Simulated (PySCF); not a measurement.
# C2H7F2NSi: the cost of one run

The runs use PySCF 2.14.0, with density-fitted response routines of our own; the level of theory stands in each step. All values are computed, except where a source is named. Atoms are numbered from 0 throughout.

## (1) The starting structure

13 atoms, charge 0, multiplicity 1; geometry from: PBE0-D3(BJ)/def2-SVP.

Bonds of the start (Å): N0–Si1 1.73, Si1–C2 1.89, C2–F3 1.39, Si1–C4 1.90, C4–F5 1.39, N0–H6 1.02, N0–H7 1.01, Si1–H8 1.50, C2–H9 1.10, C2–H10 1.11, C4–H11 1.11, C4–H12 1.11.

## (2) NMR shieldings: HF/pcSseg-1

Job settings and geometry (Å):

```
{"job": {"kind": "nmr", "xc": "HF", "basis": "pcSseg-1", "pop": false}, "charge": 0, "multiplicity": 1}
N      1.795409    -0.054088     0.388697
Si     0.095143    -0.328459     0.572061
C     -0.682488     1.391569     0.727357
F     -0.089582     2.060189     1.788192
C     -0.599066    -1.167583    -0.980805
F     -1.965143    -1.333313    -0.822780
H      2.155343     0.775039     0.852969
H      2.451587    -0.819901     0.498425
H     -0.305886    -1.152349     1.757046
H     -1.771672     1.333965     0.895393
H     -0.521372     1.979583    -0.194442
H     -0.410412    -0.548147    -1.876390
H     -0.135320    -2.152808    -1.169214
```

With the program's defaults for keys left out, this is: GIAO HF/pcSseg-1 NMR shielding, non-relativistic, gas phase.

On the command line:

```bash
$ OMP_NUM_THREADS=1 python probes_run.py task.json out
```

This one command runs all jobs of the session in turn.

Q: Estimate the wall time and peak memory of this first job on 1 thread of Intel Xeon Platinum 8259CL at 2.50GHz, shared host.

About 8.2 s, with a peak of 0.76 GiB.
